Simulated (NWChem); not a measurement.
# the pair BH2Cl···C2H2, step by step

We compute a single-point energy (singlet C2H4BCl, B97-D/pcseg-1), then the energy (singlet BH2Cl, B97-D/pcseg-1), then a single-point energy (singlet C2H2, B97-D/pcseg-1), then a single-point energy (singlet BH2Cl, B97-D/pcseg-1), then a single-point energy (singlet C2H2, B97-D/pcseg-1) of C2H4BCl and its partners. 

The results are computed with NWChem 7.3.0.

## (1) The system as given

C2H4BCl has 8 atoms, charge 0, and is taken as a singlet. The two molecules were placed rigidly side by side, at 0.9 times their contact distance; the pair isn't optimised.

Bond lengths: B1–Cl2 1.733 Å, C5–C6 1.197 Å, B1–H3 1.190 Å, B1–H4 1.190 Å, C5–H7 1.065 Å, C6–H8 1.065 Å. Angles: Cl2–B1–H3 118.1°, Cl2–B1–H4 118.1°, C5–C6–H8 180.0°, C6–C5–H7 180.0°, H3–B1–H4 123.7°.

## (2) The energy at B97-D/pcseg-1 (run 1)

Input file geom.nw:

```
start geom
title "C2H4BCl"
memory 2200 mb

geometry units atomic noautosym nocenter noautoz
  B   -0.24674154   0.06950413  -0.13269657
  Cl   2.55324676  -0.71851167   1.37247029
  H   -2.11664444  -1.02880470   0.46388997
  H   -0.18986078   1.67785003  -1.70362590
  C    3.05678318   5.08527190   2.52367255
  C    4.70279133   5.92899682   1.22151897
  H    1.59256669   4.33474827   3.68184789
  H    6.16698893   6.67953934   0.06334362
end

basis spherical bse
  * library pcseg-1
end

dft
  xc becke97-d
  grid fine
  convergence energy 1e-08
  iterations 100
  mulliken
  print low
end

task dft
```

On the command line:

```console
$ nwchem geom.nw > geom.out
```

Standard output:

```text
[...]
 d= 0,ls=0.0,diis     1   -563.4598726526 -6.76D+02  1.19D-02  3.82D-01     2.5
[...]
 d= 0,ls=0.0,diis    11   -563.5126360799 -4.76D-09  4.51D-07  1.59D-09    24.9
         Total DFT energy =     -563.512636079878
      One electron energy =     -997.283561628911
           Coulomb energy =      365.413118473010
    Exchange-Corr. energy =      -44.524866940102
 Nuclear repulsion energy =      112.888360870463
    Dispersion correction =       -0.005686854337
[...]
      Total Density - Mulliken Population Analysis
     ---------------------------------------------
    Atom       Charge   Shell Charges
 -----------   ------   -------------------------------------------------------
    1 B    5     4.91   1.99  0.71  0.38  1.47  0.32  0.03
    2 Cl  17    17.15   2.00  1.99  1.27  0.68  5.99  3.88  1.30  0.03
    3 H    1     0.98   0.79  0.18  0.01
    4 H    1     0.97   0.79  0.17  0.01
    5 C    6     6.05   1.99  0.75  0.60  2.06  0.63  0.02
    6 C    6     6.05   1.99  0.75  0.62  2.06  0.61  0.02
    7 H    1     0.94   0.76  0.16  0.02
    8 H    1     0.95   0.76  0.17  0.02
[...]
```

It took 26 s on 1 thread of Intel Xeon Platinum 8259CL at 2.50GHz (Skylake/Cascade Lake), shared host; peak memory 0.12 GiB.

## (3) BH2Cl: the energy at B97-D/pcseg-1 (run 2)

Input file sp.nw:

```
start sp
memory total 2200 mb
geometry units angstroms noautosym nocenter noautoz
   B    -0.130570    0.036780   -0.070220
   Cl    1.351120   -0.380220    0.726280
   H    -1.120080   -0.544420    0.245480
   H    -0.100470    0.887880   -0.901520
end
basis spherical bse
   * library pcseg-1
end
dft
   xc becke97-d
   grid fine
   convergence energy 1e-08
   iterations 100
   mulliken
   print low
end
task dft energy
```

On the command line:

```console
$ nwchem sp.nw > sp.out
```

Standard output:

```text
[...]
 d= 0,ls=0.0,diis     1   -486.2282040758 -5.24D+02  1.88D-02  1.79D-01     0.9
[...]
 d= 0,ls=0.0,diis     8   -486.2561504033  2.37D-09  5.75D-06  3.62D-08     4.7
         Total DFT energy =     -486.256150403297
      One electron energy =     -744.648764664232
           Coulomb energy =      253.684008608899
    Exchange-Corr. energy =      -33.073045317565
 Nuclear repulsion energy =       37.783138762696
    Dispersion correction =       -0.001487793095
[...]
      Total Density - Mulliken Population Analysis
     ---------------------------------------------
    Atom       Charge   Shell Charges
 -----------   ------   -------------------------------------------------------
    1 B    5     4.89   1.99  0.71  0.37  1.47  0.31  0.03
    2 Cl  17    17.15   2.00  1.99  1.27  0.68  5.99  3.88  1.31  0.03
    3 H    1     0.98   0.79  0.18  0.01
    4 H    1     0.98   0.79  0.18  0.01
[...]
```

Wall time 5.4 s (1 thread of Intel Xeon Platinum 8259CL at 2.50GHz (Skylake/Cascade Lake), shared host); peak memory 0.11 GiB.

## (4) C2H2: the energy at B97-D/pcseg-1 (run 3)

Input file c2h2.nw:

```
start c2h2
memory total 2200 mb

geometry units angstroms noautosym nocenter noautoz
C     1.617580    2.691010    1.335470
C     2.488610    3.137490    0.646400
H     0.842750    2.293850    1.948350
H     3.263430    3.534660    0.033520
end

basis spherical bse
C library pcseg-1
H library pcseg-1
end

dft
xc becke97-d
grid fine
convergence energy 1e-08
iterations 100
mulliken
noprint "final vectors analysis"
end

task dft energy
```

On the command line:

```console
$ nwchem c2h2.nw > c2h2.out
```

Standard output:

```text
[...]
          Wavefunction type:  closed shell.
          No. of atoms     :     4
          No. of electrons :    14
[...]
          Charge           :     0
          Spin multiplicity:     1
[...]
          AO basis - number of functions:    38
[...]
              XC Information
              --------------
                   Becke 97-D Method XC Functional
                  Becke 1997-D Exchange Functional  1.000
                Becke 1997-D Correlation Potential  1.000
[...]
 d= 0,ls=0.0,diis     1    -77.2354669112 -1.02D+02  1.19D-02  1.94D-01     0.5
[...]
 d= 0,ls=0.0,diis     7    -77.2589864501  4.48D-09  2.94D-06  4.32D-08     2.4
         Total DFT energy =      -77.258986450055
      One electron energy =     -152.043580304550
           Coulomb energy =       61.383611169553
    Exchange-Corr. energy =      -11.443755852176
 Nuclear repulsion energy =       24.845405355541
    Dispersion correction =       -0.000666818423
[...]
      Total Density - Mulliken Population Analysis
     ---------------------------------------------
    Atom       Charge   Shell Charges
 -----------   ------   -------------------------------------------------------
    1 C    6     6.05   1.99  0.75  0.61  2.06  0.61  0.02
    2 C    6     6.05   1.99  0.75  0.61  2.06  0.61  0.02
    3 H    1     0.95   0.76  0.17  0.02
    4 H    1     0.95   0.76  0.17  0.02
[...]
```

It took 3.3 s on 1 thread of Intel Xeon Platinum 8259CL at 2.50GHz (Skylake/Cascade Lake), shared host; peak memory 0.11 GiB.

## (5) BH2Cl among ghost functions: a single-point energy at B97-D/pcseg-1 (with ghost functions) (run 4)

Input file work.nw:

```
start work
title "BClH2"
memory 2200 mb

geometry units atomic noautosym nocenter noautoz
  B     -0.24674154     0.06950413    -0.13269657
  Cl     2.55324676    -0.71851167     1.37247029
  H     -2.11664444    -1.02880470     0.46388997
  H     -0.18986078     1.67785003    -1.70362590
  bqC      3.056783     5.085272     2.523673
  bqC      4.702791     5.928997     1.221519
  bqH      1.592567     4.334748     3.681848
  bqH      6.166989     6.679539     0.063344
end

basis spherical bse
  B library pcseg-1
  Cl library pcseg-1
  H library pcseg-1
  bqC library C pcseg-1
  bqH library H pcseg-1
end

dft
  xc becke97-d
  grid fine
  convergence energy 1e-08
  maxiter 100
  mulliken
  noprint "final vectors analysis"
end

task dft energy
```

On the command line:

```console
$ nwchem work.nw > work.out
```

Standard output:

```text
[...]
          Wavefunction type:  closed shell.
          No. of atoms     :     8
          No. of electrons :    24
[...]
          Charge           :     0
          Spin multiplicity:     1
[...]
          AO basis - number of functions:    80
[...]
              XC Information
              --------------
                   Becke 97-D Method XC Functional
                  Becke 1997-D Exchange Functional  1.000
                Becke 1997-D Correlation Potential  1.000
[...]
 d= 0,ls=0.0,diis     1   -486.2283134568 -5.24D+02  9.91D-03  1.80D-01     2.2
[...]
 d= 0,ls=0.0,diis     8   -486.2563008366  2.48D-09  3.11D-06  3.76D-08    15.2
         Total DFT energy =     -486.256300836596
      One electron energy =     -744.646138803408
           Coulomb energy =      253.680825551649
    Exchange-Corr. energy =      -33.072635821259
 Nuclear repulsion energy =       37.783136030006
    Dispersion correction =       -0.001487793583
[...]
      Total Density - Mulliken Population Analysis
     ---------------------------------------------
    Atom       Charge   Shell Charges
 -----------   ------   -------------------------------------------------------
    1 B    5     4.89   1.99  0.71  0.37  1.47  0.32  0.03
    2 Cl  17    17.16   2.00  1.99  1.27  0.68  5.99  3.88  1.31  0.03
    3 H    1     0.98   0.79  0.18  0.01
    4 H    1     0.98   0.79  0.18  0.01
    5 X    0    -0.00   0.00  0.00 -0.00  0.00 -0.00 -0.00
    6 X    0     0.00   0.00  0.00  0.00  0.00  0.00  0.00
    7 X    0     0.00   0.00  0.00 -0.00
    8 X    0     0.00  -0.00  0.00 -0.00
[...]
```

Run time: 16 s. Hardware: 1 thread of Intel Xeon Platinum 8259CL at 2.50GHz (Skylake/Cascade Lake), shared host; peak memory 0.11 GiB.

## (6) C2H2 among ghost functions: the energy at B97-D/pcseg-1 (with ghost functions) (run 5)

Input file struct.nw:

```
start struct
memory 2200 mb
charge 0
geometry units angstroms noautosym nocenter noautoz
   C        1.617580       2.691010       1.335470
   C        2.488610       3.137490       0.646400
   H        0.842750       2.293850       1.948350
   H        3.263430       3.534660       0.033520
   bqB     -0.130570     0.036780    -0.070220
   bqCl     1.351120    -0.380220     0.726280
   bqH     -1.120080    -0.544420     0.245480
   bqH     -0.100470     0.887880    -0.901520
end
basis spherical bse
   C library pcseg-1
   H library pcseg-1
   bqB library B pcseg-1
   bqCl library Cl pcseg-1
   bqH library H pcseg-1
end
dft
   xc becke97-d
   grid fine
   convergence energy 1e-08
   iterations 100
   mulliken
   print low
end
task dft
```

On the command line:

```console
$ nwchem struct.nw > struct.out
```

Standard output:

```text
[...]
 d= 0,ls=0.0,diis     1    -77.2355131330 -1.02D+02  5.74D-03  1.95D-01     1.9
[...]
 d= 0,ls=0.0,diis     8    -77.2591549169 -5.85D-12  3.42D-07  8.42D-10    13.2
         Total DFT energy =      -77.259154916853
      One electron energy =     -152.037878423732
           Coulomb energy =       61.377028744453
    Exchange-Corr. energy =      -11.443043774691
 Nuclear repulsion energy =       24.845405355541
    Dispersion correction =       -0.000666818423
[...]
      Total Density - Mulliken Population Analysis
     ---------------------------------------------
    Atom       Charge   Shell Charges
 -----------   ------   -------------------------------------------------------
    1 C    6     6.05   1.99  0.75  0.61  2.06  0.61  0.02
    2 C    6     6.05   1.99  0.75  0.62  2.06  0.61  0.02
    3 H    1     0.95   0.76  0.16  0.02
    4 H    1     0.95   0.76  0.17  0.02
    5 X    0     0.00  -0.00 -0.00  0.00  0.00 -0.00  0.00
    6 X    0    -0.00  -0.00 -0.00  0.00 -0.00 -0.00  0.00 -0.00 -0.00
    7 X    0    -0.00  -0.00 -0.00 -0.00
    8 X    0     0.00   0.00  0.00  0.00
[...]
```

Wall time 14 s (1 thread of Intel Xeon Platinum 8259CL at 2.50GHz (Skylake/Cascade Lake), shared host); peak memory 0.12 GiB.

## (7) Summary of results

```
                                                                                                                 quantity          value
                                                                                       run 1, B97-D/pcseg-1: total energy  -563.51264 Eh
                                                                                  run 1, B97-D/pcseg-1: dispersion energy  -14.93 kJ/mol
                                                                                                      BH2Cl: total energy  -486.25615 Eh
                                                                                                 BH2Cl: dispersion energy   -3.91 kJ/mol
                                                                                                       C2H2: total energy   -77.25899 Eh
                                                                                                      C2H2: dipole moment         0.00 D
                                                                                                  C2H2: dispersion energy   -1.75 kJ/mol
                                                                                BH2Cl among ghost functions: total energy  -486.25630 Eh
                                                                               BH2Cl among ghost functions: dipole moment         0.64 D
                                                                           BH2Cl among ghost functions: dispersion energy   -3.91 kJ/mol
                                                                                 C2H2 among ghost functions: total energy   -77.25915 Eh
                                                                            C2H2 among ghost functions: dispersion energy   -1.75 kJ/mol
              interaction energy of the rigid parts BH2Cl and C2H2 (parts in their own basis; closest atoms 2.98 Å apart)       0.068 eV
interaction energy of the rigid parts BH2Cl and C2H2 (parts in the whole basis, counterpoise; closest atoms 2.98 Å apart)       0.077 eV
```

What this shows: The interaction energy of the rigid parts BH2Cl and C2H2 (parts in their own basis; closest atoms 2.98 Å apart) is 0.07 eV (1.6 kcal/mol): the parts repel at this shape. Without counterpoise this holds the superposition error of the basis. The interaction energy of the rigid parts BH2Cl and C2H2 (parts in the whole basis, counterpoise; closest atoms 2.98 Å apart) is 0.08 eV (1.8 kcal/mol): the parts repel at this shape. The basis-set superposition error is 0.8 kJ/mol. Mulliken charges (run 1, B97-D/pcseg-1) run from -0.15 on Cl2 to +0.09 on B1; they depend strongly on the basis. Mulliken charges (BH2Cl) run from -0.15 on Cl2 to +0.11 on B1; they depend strongly on the basis.
